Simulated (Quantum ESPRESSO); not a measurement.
A calculation with Quantum ESPRESSO 7.5 of TeP (native input, structure typed inline):

Contents of pw.in:

```
&CONTROL
  calculation = 'scf'
  prefix = 'pwscf'
  outdir = './tmp'
  pseudo_dir = './pseudo'
  tprnfor = .true.
  tstress = .true.
  disk_io = 'low'
/
&SYSTEM
  ibrav = 0
  nat = 2
  ntyp = 2
  ecutwfc = 55
  ecutrho = 440
  nbnd = 11
  occupations = 'smearing'
  smearing = 'fd'
  degauss = 0.00367493
/
&ELECTRONS
  conv_thr = 4d-10
  electron_maxstep = 120
  mixing_beta = 0.5
/
ATOMIC_SPECIES
Te   127.6000 Te_pbe_v1.uspp.F.UPF
P     30.9738 P.pbe-n-rrkjus_psl.1.0.0.UPF
CELL_PARAMETERS angstrom
  -2.2492180000    2.2492180000    3.0008357100
   2.2492180000   -2.2492180000    3.0008357100
   2.2492180000    2.2492180000   -3.0008357100
ATOMIC_POSITIONS crystal
Te     0.0000000000    0.0000000000    0.0000000000
P      0.2500000000    0.7500000000    0.5000000000
K_POINTS automatic
8 8 8 0 0 0
```

File pp_density.in:

```
&INPUTPP
  prefix = 'pwscf'
  outdir = './tmp'
  filplot = 'density.dat'
  plot_num = 0
/
&PLOT
  nfile = 1
  filepp(1) = 'density.dat'
  iflag = 3
  output_format = 6
  fileout = 'density.cube'
/
```

File pp_potential.in:

```
&INPUTPP
  prefix = 'pwscf'
  outdir = './tmp'
  filplot = 'potential.dat'
  plot_num = 11
/
&PLOT
  nfile = 1
  filepp(1) = 'potential.dat'
  iflag = 3
  output_format = 6
  fileout = 'potential.cube'
/
```

Potentials or basis: SSSP 1.3 efficiency PBE.

Launch:

```bash
$ OMP_NUM_THREADS=1 pw.x -in pw.in > pw.out
$ OMP_NUM_THREADS=1 pp.x -in pp_density.in > pp_density.out
$ OMP_NUM_THREADS=1 pp.x -in pp_potential.in > pp_potential.out
```

The cell was built by a generator and needn't be a form met in nature.

Q: Write the same calculation in another form: ASE script, structure from a POSCAR.

A: As run:

File run.py:

```python
import numpy as np
from ase.calculators.espresso import Espresso, EspressoProfile
from ase.io import read

atoms = read('POSCAR')

input_data = {
    'control': {'calculation': 'scf', 'prefix': 'pwscf', 'outdir': './tmp', 'tprnfor': True, 'tstress': True, 'disk_io': 'nowf'},
    'system': {'ecutwfc': 55.0, 'ecutrho': 440.0, 'nbnd': 11, 'occupations': 'smearing', 'smearing': 'fd', 'degauss': 0.00367493},
    'electrons': {'conv_thr': 4e-10, 'electron_maxstep': 120, 'mixing_beta': 0.5},
}
pseudopotentials = {'P': 'P.pbe-n-rrkjus_psl.1.0.0.UPF', 'Te': 'Te_pbe_v1.uspp.F.UPF'}
profile = EspressoProfile(command='pw.x', pseudo_dir='pseudo')
dft = Espresso(profile=profile, input_data=input_data, pseudopotentials=pseudopotentials, kpts=(8, 8, 8), koffset=(0, 0, 0))
atoms.calc = dft

print(f'energy {atoms.get_potential_energy():.8f} eV')
print('forces (eV/A)')
print(np.round(atoms.get_forces(), 6))
print('stress (eV/A^3, Voigt)')
print(np.round(atoms.get_stress(), 8))
print(f'Fermi level {dft.get_fermi_level():.4f} eV')
```

File POSCAR:

```
TeP
1.0
   -2.2492180000      2.2492180000      3.0008357100
    2.2492180000     -2.2492180000      3.0008357100
    2.2492180000      2.2492180000     -3.0008357100
Te P
1 1
Direct
    0.0000000000      0.0000000000      0.0000000000
    0.2500000000      0.7500000000      0.5000000000
```

Potentials or basis: SSSP 1.3 efficiency PBE.

Launch:

```sh
$ OMP_NUM_THREADS=1 python run.py
```

Both were run:

|  | native input, structure typed inline | ASE script, structure from a POSCAR |
| --- | --- | --- |
| Pressure | 3.3 GPa | 3.3 GPa |
| Band gap on the k mesh | none (metal or under the smearing width) | none (metal or under the smearing width) |

Keys that steer only the numerical path or the files written may differ.
